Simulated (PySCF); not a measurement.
**BCl₄⁻: relaxation and vibrations of the singlet**

The task is one start of a wider search on BCl₄⁻: the singlet, from a square planar start. It is relaxed, tested by its Hessian and followed downhill if it is a saddle.

Program: PySCF 2.14.0. Level of theory: PBE0, basis B def2-SVPD, Cl def2-SVPD, no relativity, density fitting. These are calculated values, not measurements.

**1. Where the work starts**

5 atoms, charge -1, spin multiplicity 1.

Bond lengths: B1–Cl2 1.840 Å, B1–Cl3 1.840 Å, B1–Cl4 1.840 Å, B1–Cl5 1.840 Å. Angles: Cl2–B1–Cl3 90.0°, Cl2–B1–Cl4 180.0°, Cl2–B1–Cl5 90.0°, Cl3–B1–Cl4 90.0°, Cl3–B1–Cl5 180.0°, Cl4–B1–Cl5 90.0°.

Z-matrix (Å, degrees; charge -1 multiplicity 1):
```
B
Cl 1 1.8400
Cl 1 1.8400 2 90.00
Cl 1 1.8400 3 90.00 2 180.00
Cl 1 1.8400 2 90.00 3 180.00
```

**2. Square planar start, singlet: relaxation**

One driver script runs all steps and calls PySCF; scf.py shows how it sets up the SCF of each step. The optimiser is the driver's own. Before each start the driver seeks the lowest SCF state from one or more starting densities and follows internal instabilities, so scf.py alone need not reach the same state.

The program finds D4h symmetry in the start, which this walk keeps. Threshold on the gradient: 0.0003 Eh/bohr, with a further test on the energy change.

scf.py

```python
from pyscf import gto, scf, dft
mol = gto.M(atom='''
B     -0.000000     0.000000     0.000000
Cl     1.840000    -0.000000    -0.000000
Cl     0.000000     1.840000    -0.000000
Cl    -1.840000     0.000000     0.000000
Cl    -0.000000    -1.840000     0.000000''',
    basis={'B': 'def2-SVPD', 'Cl': 'def2-SVPD'},
    charge=-1, spin=0)
mf = dft.RKS(mol, xc='PBE0')
mf.grids.atom_grid = (50, 194)
aux = {'B': 'def2-universal-JKFIT', 'Cl': 'def2-universal-JKFIT'}
mf = mf.density_fit(auxbasis=aux)
mf.kernel()
```

Further steps of the session: Hessian and properties; Following the imaginary mode; Frequencies.

What does the calculation give? Wanted: minimum; geometry; wavenumbers; dipole moment; highest occupied, lowest empty level; polar-tensor charge of B1; zero-point energy.

**Answer**, as computed:

```
                            quantity                                   value
                             minimum                             singlet, Td
                            geometry  B–Cl 1.868 Å (×4); Cl–B–Cl 109.5° (×6)
                  wavenumbers (cm⁻¹)   181 (e), 268 (t2), 404 (a1), 698 (t2)
      dipole moment (centre of mass)                                  0.00 D
highest occupied, lowest empty level                          -3.83, 3.68 eV
           polar-tensor charge of B1                                 +1.51 e
                   zero-point energy                             21.9 kJ/mol
                 entropy at 298.15 K                         318.8 J/(mol K)
```

What this shows: From D4h at the start the molecule goes to a Td minimum, after a stop at a second-order saddle point 341.0 kJ/mol higher, from which it was pushed off along an imaginary mode. In the infrared the band at 698 cm⁻¹ (t2) leads. Other starts or spin states, not run here, may lie lower.
